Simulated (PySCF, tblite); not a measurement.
**C3H5FO2Si2: geometry, infrared bands and NMR shifts**

Aim: predict the infrared bands and NMR shifts of C3H5FO2Si2 (`O=C1O[SiH2]C=C1[SiH2]F`).

The runs use tblite 0.8.0 and PySCF 2.14.0, with density-fitted response routines of our own; the level of theory stands in each step. All values are computed, except where a source is named. Atoms are numbered from 0 throughout.

## 1. The starting structure

13 atoms, charge 0, multiplicity 1; geometry from: force field or distance geometry start.

Bonds of the start (Å): O0–C1 1.22, C1–O2 1.35, O2–Si3 1.66, Si3–C4 1.83, C4–C5 1.35, C5–Si6 1.81, Si6–F7 1.61, C5–C1 1.50, Si3–H8 1.48, Si3–H9 1.49, C4–H10 1.08, Si6–H11 1.48, Si6–H12 1.49.

## 2. Relaxing the molecule with GFN2-xTB

Job settings and geometry (Å):

```
{"job": {"kind": "relax", "xc": "GFN2-xTB", "basis": "xTB"}, "charge": 0, "multiplicity": 1}
O      0.470500     2.124100    -1.119800
C     -0.207900     1.217800    -0.668900
O     -1.561100     1.177100    -0.697400
Si    -2.232800    -0.173200    -0.010000
C     -0.592900    -0.854600     0.436000
C      0.356600     0.001300     0.010100
Si     2.159500    -0.123900     0.155400
F      2.488700    -1.505400     0.916700
H     -2.928700    -1.020000    -1.000900
H     -3.032800     0.158800     1.203700
H     -0.452500    -1.796700     0.936600
H      2.811600    -0.179800    -1.169600
H      2.717500     0.974900     0.990400
```

On the command line:

```bash
$ OMP_NUM_THREADS=1 python probes_run.py task.json out
```

This one command runs all jobs of the session in turn.

**Question.** This job is followed by: GFN2-xTB harmonic vibrations, gas phase; GIAO PBE0/pcSseg-1 NMR shielding, non-relativistic, gas phase. Predict these results of the whole session: strongest single infrared mode (GFN2-xTB); zero-point energy (GFN2-xTB); ¹³C shifts against TMS (PBE0/pcSseg-1); ¹H shifts against TMS (PBE0/pcSseg-1, means over atoms taken as alike); ¹⁷O shifts against H2O (PBE0/pcSseg-1); ²⁹Si shifts against TMS (PBE0/pcSseg-1); ¹⁹F shifts against CFCl3 (PBE0/pcSseg-1).

As calculated:

| quantity | value |
| --- | --- |
| strongest single infrared mode (GFN2-xTB) | 2350 cm⁻¹, 449 km/mol |
| zero-point energy (GFN2-xTB) | 44.5 kcal/mol |
| ¹³C shifts against TMS (PBE0/pcSseg-1) | 176.0, 169.2, 162.1 ppm |
| ¹H shifts against TMS (PBE0/pcSseg-1, means over atoms taken as alike) | 8.11, 5.51, 5.28 ppm |
| ¹⁷O shifts against H2O (PBE0/pcSseg-1) | 458.8, 181.9 ppm |
| ²⁹Si shifts against TMS (PBE0/pcSseg-1) | -9.1, -11.4 ppm |
| ¹⁹F shifts against CFCl3 (PBE0/pcSseg-1) | -232.6 ppm |

What this shows: Over 40 steps the energy fell by 0.237 eV; of the close pairs, C5–Si6 changed most, 1.813 to 1.879 Å. No mode is imaginary among the 33: a minimum at this level. Unscaled tight-binding wavenumbers are off by several per cent, some by more. Its intensities can rank the bands wrongly. At PBE0/pcSseg-1: The widest tensor belongs to O0: span 655 ppm, with a paramagnetic part of -524 ppm.
